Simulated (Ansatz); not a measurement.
# CH₄BClOSi: basis-set convergence

An exercise on one series of results from a longer session: the logs are not shown, and one member is left open.

Program: Ansatz 0.2.0, Gaussian basis. Level of theory: one geometry, several basis sets. These are calculated values, not measurements.

Levels to be run: PBE0-D4/def2-SVP; ωB97M-V/def2-SVP; PBE0-D4/def2-QZVPP; ωB97M-V/def2-QZVPP; the functionals' def2-TZVPP values are taken from earlier runs.

## The geometry

All runs share one geometry, relaxed beforehand with PBE0-D4 in a triple-zeta def2 set.

SMILES `O[SiH]1CB1Cl`, 9 atoms, charge 0, spin multiplicity 1.

Atoms are counted from 1 here; the program's logs count them from 0.

Bond lengths: O1–Si2 1.638 Å, O1–H6 0.959 Å, Si2–C3 2.005 Å, Si2–B4 1.896 Å, Si2–H7 1.482 Å, C3–B4 1.496 Å, C3–H8 1.088 Å, C3–H9 1.096 Å, B4–Cl5 1.736 Å. Angles: Si2–O1–H6 118.3°, O1–Si2–C3 127.1°, O1–Si2–B4 122.8°, O1–Si2–H7 110.3°, C3–Si2–B4 45.0°, C3–Si2–H7 104.2°, B4–Si2–H7 126.9°, Si2–C3–B4 63.7°, Si2–C3–H8 142.6°, Si2–C3–H9 85.8°, B4–C3–H8 125.0°, B4–C3–H9 119.6°, H8–C3–H9 111.1°, Si2–B4–C3 71.4°, Si2–B4–Cl5 141.9°, C3–B4–Cl5 131.6°.

The first run:

Contents of in.yaml:

```yaml
crystal:
  periodic: [false, false, false]
  atoms:
    - {symbol: O, position_ang: [-0.623773, 1.935590, 0.508293]}
    - {symbol: Si, position_ang: [0.358063, 0.629356, 0.396763]}
    - {symbol: C, position_ang: [-0.151635, -1.222101, -0.180677]}
    - {symbol: B, position_ang: [0.548417, -0.378502, -1.198213]}
    - {symbol: Cl, position_ang: [0.363044, -0.257792, -2.919968]}
    - {symbol: H, position_ang: [-0.874596, 2.242497, 1.381045]}
    - {symbol: H, position_ang: [1.088027, 0.425519, 1.670843]}
    - {symbol: H, position_ang: [-1.010986, -1.858442, -0.382701]}
    - {symbol: H, position_ang: [0.391938, -1.562424, 0.707516]}
basis:
  gaussian: {orbitals: def2-SVP}
hamiltonian: {xc: pbe0, dispersion: d4}
output: {orbitals: {seedname: orbitals}}
```

Steps of the session up to this table: PBE0-D4 in def2-SVP; ωB97M-V in def2-SVP; PBE0-D4 in def2-QZVPP; ωB97M-V in def2-QZVPP.

One of the session's tables, all rows but one given; the rest of the session is left out.

It belongs to the step «Functionals by basis». 

```
functional       basis  HOMO (eV)
   PBE0-D4    def2-SVP      -6.70
   PBE0-D4  def2-TZVPP      -6.82
   PBE0-D4  def2-QZVPP          ?
   ωB97M-V    def2-SVP      -8.75
   ωB97M-V  def2-TZVPP      -8.90
   ωB97M-V  def2-QZVPP      -8.93
```

Estimate the missing values for PBE0-D4, def2-QZVPP.

The run gave: HOMO (eV): -6.85. In the column «HOMO (eV)» it lies between ωB97M-V, def2-SVP (-8.75) and PBE0-D4, def2-TZVPP (-6.82).
